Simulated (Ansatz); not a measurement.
**Si₃H₈O₂: up Jacob's ladder to CCSD(T)**

How much do the methods differ for Si₃H₈O₂? The plan is to run it at one geometry with functionals of several rungs and with coupled cluster, and see how far each lands from CCSD(T) at the basis-set limit for the atomisation energy.

Computed with Ansatz 0.2.0, Gaussian basis. Level: functionals in def2-TZVPP, the program's frozen cores in correlated methods.

Plan: PBE-D4, r2SCAN-D4, PBE0-D4, B3LYP-D4, ωB97X-V, ωB97M-V, B2PLYP; CCSD(T)/def2-TZVPP; MP2/def2-QZVPP; extrapolation to the limit.

## (1) The relaxed structure

All runs share one geometry, relaxed beforehand with PBE0-D4 in a triple-zeta def2 set.

13 atoms, charge 0, spin multiplicity 1.

Atoms are counted from 1 here; the program's logs count them from 0.

Bond lengths: O1–Si2 1.665 Å, O1–H6 0.958 Å, Si2–Si3 2.353 Å, Si2–H7 1.491 Å, Si2–H8 1.492 Å, Si3–O4 1.659 Å, Si3–Si5 2.339 Å, Si3–H9 1.494 Å, O4–H10 0.962 Å, Si5–H11 1.488 Å, Si5–H12 1.488 Å, Si5–H13 1.490 Å. Angles: Si2–O1–H6 118.6°, O1–Si2–Si3 99.5°, O1–Si2–H7 111.4°, O1–Si2–H8 110.4°, Si3–Si2–H7 114.8°, Si3–Si2–H8 113.9°, H7–Si2–H8 106.7°, Si2–Si3–O4 104.7°, Si2–Si3–Si5 113.1°, Si2–Si3–H9 109.5°, O4–Si3–Si5 109.9°, O4–Si3–H9 111.1°, Si5–Si3–H9 108.6°, Si3–O4–H10 113.9°, Si3–Si5–H11 111.9°, Si3–Si5–H12 110.6°, Si3–Si5–H13 108.4°, H11–Si5–H12 108.9° and more.

## (2) PBE-D4 (GGA)

File in.yaml:

```yaml
crystal:
  periodic: [false, false, false]
  atoms:
    - {symbol: O, position_ang: [-2.286693, 0.201500, 1.296492]}
    - {symbol: Si, position_ang: [-0.776010, 0.896013, 1.206924]}
    - {symbol: Si, position_ang: [-0.090607, 0.068722, -0.886360]}
    - {symbol: O, position_ang: [-1.105821, -1.207967, -1.187415]}
    - {symbol: Si, position_ang: [2.132003, -0.660632, -0.899932]}
    - {symbol: H, position_ang: [-2.797299, 0.316238, 2.099259]}
    - {symbol: H, position_ang: [-0.855600, 2.382589, 1.297163]}
    - {symbol: H, position_ang: [0.074591, 0.441489, 2.345723]}
    - {symbol: H, position_ang: [-0.247681, 1.135849, -1.920379]}
    - {symbol: H, position_ang: [-1.910870, -1.198098, -0.660741]}
    - {symbol: H, position_ang: [2.516587, -1.243905, -2.213413]}
    - {symbol: H, position_ang: [2.355808, -1.677004, 0.163145]}
    - {symbol: H, position_ang: [3.012091, 0.510405, -0.625867]}
basis:
  gaussian: {orbitals: def2-TZVPP}
hamiltonian: {xc: pbe, dispersion: d4}
output: {forces: true, orbitals: {seedname: orbitals}}
```

The run is started by

```sh
> ansatz run in.yaml --threads 4 --pin off --events-out ev --progress --plain --max-ram 10444MiB
```

The runs that follow: r2SCAN-D4 (meta-GGA); PBE0-D4 (hybrid); B3LYP-D4 (hybrid); ωB97X-V (range-separated); ωB97M-V (range-separated); B2PLYP (double hybrid); CCSD(T) in def2-TZVPP; MP2 in def2-QZVPP.

Q: Predict the results of all the runs planned. Wanted: atomisation energy, CCSD(T)/CBS; farthest; mean size of error, hybrid; mean size of error, range-separated; gap, smallest and largest; T1 diagnostic; triples share of the correlation energy.

As calculated:

| quantity | value |
| --- | --- |
| atomisation energy, CCSD(T)/CBS | 4277.2 kJ/mol |
| functionals within 21.4 kJ/mol (0.5 %) | ωB97X-V, ωB97M-V |
| farthest | B2PLYP (-85.9 kJ/mol) |
| mean size of error, hybrid | 58.2 kJ/mol |
| mean size of error, range-separated | 15.3 kJ/mol |
| gap, smallest and largest | 4.63 eV (PBE-D4), 10.84 eV (ωB97X-V) |
| T1 diagnostic | 0.0128 |
| triples share of the correlation energy | 3.4 % |

What this shows: PBE-D4 misses by -32.5 kJ/mol. Double hybrids carry the basis error of their MP2 part in triple zeta, and no dispersion term here, so their miss is partly the set-up's. Misses under about 21.4 kJ/mol are within the doubt on the reference itself, which lacks core-valence correlation, relativity and higher excitations. Hartree-Fock recovers 73 % of the binding; the rest is correlation. Orbital gaps span 4.6 to 10.8 eV; exact exchange widens them.
